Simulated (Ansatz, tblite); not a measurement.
Al₂GaP₃: GFN1-xTB, run from Python

These are simulated results from tblite 0.8.0, not measurements. The cell was built from a prototype and was relaxed with r2SCAN in plane waves (Ansatz 0.2.0). It may be hypothetical. All runs are without spin polarisation.

It is trigonal, P3m1 (No. 156); a = 3.868 Å, c = 9.474 Å in the conventional setting, 20.46 Å³ an atom. Around Al lie 4 P at 2.37 Å; around Ga lie 4 P at 2.37 Å; around P lie 4 Al at 2.37 Å; around P lie 1 Ga at 2.37 Å and 3 Al at 2.37 Å; around P lie 1 Al at 2.37 Å and 3 Ga at 2.37 Å.

tblite solves periodic systems at the zone centre alone, so the script builds a cluster of 3×3×1 conventional cells (54 atoms), which folds in a coarse mesh of k points.

The script, run.py:

```python
import json
from ase import Atoms
from ase.build import make_supercell
from ase.units import Bohr, GPa, Hartree
from tblite.interface import Calculator

atoms = Atoms(['Al', 'Al', 'Ga', 'P', 'P', 'P'],
              cell=[[3.86830544, 0.0, 0.0], [-1.93415272, 3.35005078, 0.0], [0.0, 0.0, 9.4738398]],
              scaled_positions=[[0.0, 0.0, 0.000189659], [0.666666667, 0.333333333, 0.666120783], [0.333333333, 0.666666667, 0.333509164], [0.666666667, 0.333333333, 0.916754064], [0.333333333, 0.666666667, 0.583243586], [0.0, 0.0, 0.250182745]],
              pbc=True)
cluster = make_supercell(atoms, [[3, 0, 0], [0, 3, 0], [0, 0, 1]])
calc = Calculator('GFN1-xTB', cluster.numbers, cluster.positions / Bohr, lattice=cluster.cell[:] / Bohr, periodic=cluster.pbc)
calc.set('temperature', 0.02 / Hartree)
calc.set('max-iter', 150)
res = calc.singlepoint()
levels = res.get('orbital-energies') * Hartree
nv = round(res.get('orbital-occupations').sum() / 2)
cells = len(cluster) // len(atoms)
out = {'energy_per_cell': res.get('energy') * Hartree / cells, 'homo': levels[nv - 1], 'lumo': levels[nv],
       'stress': (-res.get('virial') * Hartree / cluster.get_volume() / GPa).tolist(), 'charges': res.get('charges')[:len(atoms)].tolist(), 'electrons': 2 * nv / cells}
json.dump(out, open('results.json', 'w'))
for key, value in out.items():
    print(key, value)
```

Command: `python run.py`. It took 5.3 s on 1 thread of Arm Neoverse V1, on a shared host, peak memory 0.13 GiB.

What it printed:

```
------------------------------------------------------------
  cycle        total energy    energy error   density error
------------------------------------------------------------
      1     -106.8791147286  -1.0698148E+02   4.7379278E-01
      2     -104.7411311834   2.1379835E+00   2.9210374E-01
      3     -103.8718794115   8.6925177E-01   3.7010872E-01
      4     -107.4925626668  -3.6206833E+00   1.0272524E-01
      5     -108.0265211143  -5.3395845E-01   2.8842256E-02
      6     -108.0535353718  -2.7014257E-02   1.2481733E-02
      7     -108.0539031341  -3.6776226E-04   1.1656877E-02
      8     -108.0546954824  -7.9234830E-04   5.3161329E-03
      9     -108.0564511902  -1.7557078E-03   3.6881428E-04
     10     -108.0564535104  -2.3202087E-06   2.8167807E-04
     11     -108.0564549786  -1.4681967E-06   1.3419648E-04
     12     -108.0564554842  -5.0554888E-07   1.2489698E-05
------------------------------------------------------------

 total:                                   4.645 sec
energy_per_cell -326.70732473380116
homo -8.908254988843373
lumo -8.450288406427093
stress [[6.291502246622116, -1.277588573831354e-06, 3.4984038832930914e-07], [-1.2775885738020043e-06, 6.29150249473056, -4.836126224278193e-07], [3.498403884086714e-07, -4.836126223198556e-07, 2.4964638747122327]]
charges [0.15048416702479805, 0.15521502663166442, 0.2062695115904784, -0.16128497161340452, -0.17200219193671218, -0.17858365370955961]
electrons 24.0
```

The cycle table is in hartree for the whole cluster, and the lines after it are in eV (the energy for one cell). The printed stress is in GPa and positive in compression, and the pressure is its mean diagonal.

GFN1-xTB gives a gap of 0.46 eV. On the same cell, plane-wave PBE (Ansatz, 12×12×4 k points and the special points) gives a gap of 1.57 eV and r2SCAN a gap of 1.88 eV; on shared hosts these took about 25 and 61 core-seconds on the 6-atom cell, against 5.3 for the script. Semilocal gaps usually lie below measured ones. xTB was fitted to molecules, so gaps, charges and pressures of solids can be far off, and the gap also depends on the size of the cluster.

The same script was run on cells scaled at fixed shape and fractional coordinates:

```csv
volume (Å³/atom),energy (meV/atom),"pressure (GPa, positive in compression)",gap (eV)
18.01,189.0,21.62,2.28
19.23,63.1,11.85,1.26
20.46,0.0,5.03,0.46
21.69,-24.7,2.86,0.01
22.92,-31.0,-1.06,0.01
```

The pressure crosses zero near 22.6 Å³/atom, but the curve is too rough for a fit.

xTB was fitted mostly to molecules, and a small cluster samples few k points, so gaps, pressures and kinks along a curve can be far from a solid's.

The runs are scalar-relativistic, without spin-orbit coupling.
